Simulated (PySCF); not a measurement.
# MnO12S3 ([Mn(SO4)3]3-): the cost of one run

Programs: PySCF 2.14.0, with routines of our own; each step states its level. All values are computed. Atoms count from 0.

### 1 The starting structure

16 atoms, charge -3, multiplicity 5; geometry from: GFN2-xTB.

### 2 Open-shell or spin-flip excitations: unrestricted TDA CAM-B3LYP/def2-SVP Mn:def2-TZVP in water

Job settings and geometry (Å):

```
{"job": {"kind": "uabs", "xc": "CAM-B3LYP", "basis": {"default": "def2-SVP", "Mn": "def2-TZVP"}, "nstates": 15, "tda": true, "pol": false, "solvent": "water"}, "charge": -3, "multiplicity": 5}
Mn    -0.421150    -0.308650     0.238370
O      0.044350    -0.041430     1.986360
S      1.540040     0.221850     1.714310
O      1.893860     1.526870     2.241090
O      2.312430    -0.818980     2.372410
O      1.652590     0.149580     0.240400
O     -2.244970     0.437640     0.281490
S     -1.860780     1.790550    -0.338630
O     -2.106230     1.732330    -1.773000
O     -2.680950     2.821930     0.283680
O     -0.425760     1.974900    -0.023250
O      0.493420    -2.250930    -0.008820
S      0.505460    -1.919070    -1.469180
O      1.817980    -1.580830    -1.974950
O     -0.068310    -3.014800    -2.233750
O     -0.451970    -0.720970    -1.536530
```

With the program's defaults for keys left out, this is: unrestricted TDA CAM-B3LYP/def2-SVP Mn:def2-TZVP, vertical, IEF-PCM water (non-equilibrium linear response), core orbitals frozen in the response.

Run with:

```bash
OMP_NUM_THREADS=4 python excited_run.py task.json out
```

The driver reads the jobs from task.json and runs them one after another.

**Question.** How long does this first job take on 4 threads of Arm Neoverse V2, shared host, and how much memory does it need?

About 5.3 min, with a peak of 1.9 GiB.
